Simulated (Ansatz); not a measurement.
CaMg₃, space group Pm-3m: an equation of state with a fit, run with the Python package of Ansatz (0.2.0).

`eos.py`
```python
"""Equation of state of CaMg3."""

import warnings

import ansatz as az
from ase.eos import EquationOfState
from ase.units import GPa
import numpy as np

SETTINGS = {
    "functional": "r2scan",
    "cutoff_ev": 530,
    "smearing": "Methfessel-Paxton",
    "kgrid": (5, 5, 5),
}

vectors0 = np.array([
    [4.753947, 0.0, 0.0],
    [0.0, 4.753947, 0.0],
    [0.0, 0.0, 4.753947],
])
sites = [
    ("Ca", (0.0, 0.0, 0.0)),
    ("Mg", (0.5, 0.5, 0.0)),
    ("Mg", (0.5, 0.0, 0.5)),
    ("Mg", (0.0, 0.5, 0.5)),
]


def on_lattice(cell):
    crystal = az.Crystal(lattice=az.Lattice.of(cell))
    for symbol, position in sites:
        crystal = crystal.atom(symbol, position)
    return crystal

warnings.simplefilter("ignore", az.DeckWarning)

# uniform scaling of the cell
volumes, energies, pressures = [], [], []
for scale in np.linspace(0.94, 1.06, 7):
    cell = vectors0 * scale ** (1 / 3)
    model = (
        on_lattice(cell).calculation()
        .functional(SETTINGS["functional"])
        .basis(SETTINGS["cutoff_ev"])
        .occupations(SETTINGS["smearing"])
        .kpoints(*SETTINGS["kgrid"])
        .stress()
    )
    report = model.run().report
    volumes.append(abs(np.linalg.det(cell)) / len(sites))
    energies.append(report["free_energy_ev"] / len(sites))
    pressures.append(np.trace(report["stress_gpa"]) / 3)
    print(f"V = {volumes[-1]:8.4f} A^3/atom  F = {energies[-1]:.5f} eV/atom  P = {pressures[-1]:8.3f} GPa")

eos = EquationOfState(volumes, energies, eos="sj")
v0, e0, bulk = eos.fit()
print(f"V0 = {v0:.4f} A^3/atom, E0 = {e0:.5f} eV/atom, B = {bulk / GPa:.1f} GPa")
```

From its runs, with one value withheld:

| V (Å³/atom) | F less the lowest row shown (meV/atom) |
| --- | --- |
| 25.248 | 12.76 |
| 25.785 | 6.02 |
| 26.323 | 1.84 |
| 26.860 | 0.00 |
| 27.397 | 0.29 |
| 27.934 | 2.51 |
| 28.471 | ? |

What is the missing energy at 28.471 Å³ an atom?

A third-order Birch-Murnaghan fit, E = E0 + (9 V0 B0 / 16) [(t - 1)³ B' + (t - 1)² (6 - 4t)] with t = (V0/V)^(2/3), through the 6 rows shown gives V0 = 27.050 Å³, B0 = 30.8 GPa, B' = 3.78 and E0 = -0.13 meV. At V = 28.471 Å³, t = 0.96644, and the fit extrapolates to 6.49 meV. The run gave 6.50 meV, a miss of 0.00 meV.

The mesh is modest for a metal, so energies can be off by several to tens of meV an atom and pressures by half a GPa or more; differences at equal mesh fare better. Pressure is positive in compression. The structure comes from a database of computed cells and needn't be a stable or known phase. Timing: 29 s on 1 thread of Arm Neoverse V2 (shared host), peak memory 0.67 GiB.
